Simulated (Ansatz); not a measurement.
**TaSi (sextet): the correlation ladder, def2-QZVPP**

The task here is to estimate one member of a computed series from the others.

Computed with Ansatz 0.2.0, Gaussian basis. Level: def2-QZVPP, core rule «outside noble gas», up to 9 orbitals frozen.

Plan: UHF; ROHF; CCSD(T) on UHF.

## What is computed

The geometry is a PBE0/def2-TZVP stationary point (not a proven minimum) of the parent state, kept for this charge and spin. No spin-orbit coupling is included. Elements past krypton take def2 core potentials.

2 atoms, charge 0, spin multiplicity 6.

Atoms are counted from 1 here; the program's logs count them from 0.

Bond lengths: Ta1–Si2 2.341 Å.

The first run:

File in.yaml:

```yaml
crystal:
  periodic: [false, false, false]
  atoms:
    - {symbol: Ta, position_ang: [0.000000, 0.000000, 0.000000]}
    - {symbol: Si, position_ang: [0.000000, 0.000000, 2.341200]}
basis:
  gaussian: {orbitals: "def2-QZVPP.json"}
magnetization: {spin_polarized: true, initial_magnetization: 5}
hamiltonian: {xc: hf}
output: {orbitals: {seedname: orbitals}}
```

Started as:

```
ansatz run in.yaml --threads 1 --pin off --events-out ev --progress --plain --max-ram 2816MiB --backend cpu
```

Among the steps run: UHF; ROHF; CCSD(T) on UHF.

One table of the session follows, with a row left open; its other results are not shown here.

| method | from UCCSD(T) (meV) |
| --- | --- |
| ROHF | +6102.8 |
| UHF | ? |
| UMP2 | +1175.8 |
| UCCSD | +435.9 |
| UCCSD(T) | 0 |

Q: Estimate the row for UHF from the others.

The run gave: from UCCSD(T) (meV): +5840.5. In the column «from UCCSD(T) (meV)» it lies between UMP2 (+1175.8) and ROHF (+6102.8).

Limits of these values: Warnings: spin contamination; coupled cluster took another determinant than the lowest.
